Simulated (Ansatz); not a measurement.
**CH3BrSn: basis-set convergence**

How large a basis does CH3BrSn need? Two functionals are run in growing sets.

Method: one geometry, several basis sets; program: Ansatz 0.2.0, Gaussian basis.

The runs, in order: PBE0-D4/def2-SVP; ωB97M-V/def2-SVP; PBE0-D4/def2-QZVPP; ωB97M-V/def2-QZVPP; the functionals' def2-TZVPP values are taken from earlier runs.

1 further run of the same task is left out (for a known fault of the program).

### Step 1. The geometry

All runs share one geometry, relaxed beforehand with PBE0-D4 in a triple-zeta def2 set. Sn takes the def2 core potential; no spin-orbit term is included.

SMILES `[CH3][Sn][Br]`, 6 atoms, charge 0, spin multiplicity 1.

Atoms are counted from 1 here; the program's logs count them from 0.

Bond lengths: C1–Sn2 2.178 Å, C1–H4 1.093 Å, C1–H5 1.094 Å, C1–H6 1.092 Å, Sn2–Br3 2.536 Å. Angles: Sn2–C1–H4 109.3°, Sn2–C1–H5 109.2°, Sn2–C1–H6 111.9°, H4–C1–H5 107.5°, H4–C1–H6 109.5°, H5–C1–H6 109.4°, C1–Sn2–Br3 94.1°.

### Step 2. PBE0-D4 in def2-SVP

in.yaml

```yaml
crystal:
  periodic: [false, false, false]
  atoms:
    - {symbol: C, position_ang: [-0.419509, 0.471768, -0.315946]}
    - {symbol: Sn, position_ang: [0.255224, -0.261718, 1.621147]}
    - {symbol: Br, position_ang: [1.776560, -2.031169, 0.627021]}
    - {symbol: H, position_ang: [-0.870251, -0.350999, -0.877527]}
    - {symbol: H, position_ang: [0.443760, 0.825443, -0.886631]}
    - {symbol: H, position_ang: [-1.143583, 1.282677, -0.214263]}
basis:
  gaussian: {orbitals: def2-SVP}
hamiltonian: {xc: pbe0, dispersion: d4}
output: {orbitals: {seedname: orbitals}}
```

Launch:

```bash
$ ansatz run in.yaml --threads 2 --pin off --events-out ev --progress --plain --max-ram 32768MiB --backend cpu
```

After this run come: ωB97M-V in def2-SVP; PBE0-D4 in def2-QZVPP; ωB97M-V in def2-QZVPP.

Q: Predict the results of all the runs planned. Wanted: PBE0-D4: double and triple zeta above quadruple; ωB97M-V: double and triple zeta above quadruple.

The runs gave:

```
                                       quantity           value
PBE0-D4: double and triple zeta above quadruple  11.53, 1.54 eV
ωB97M-V: double and triple zeta above quadruple  11.55, 1.50 eV
```

**Reading.** PBE0-D4 gains 9.98 eV from double to triple zeta, then 1.54 eV more. These are total energies; as a rule much of such shifts cancels in differences, which this series doesn't test.
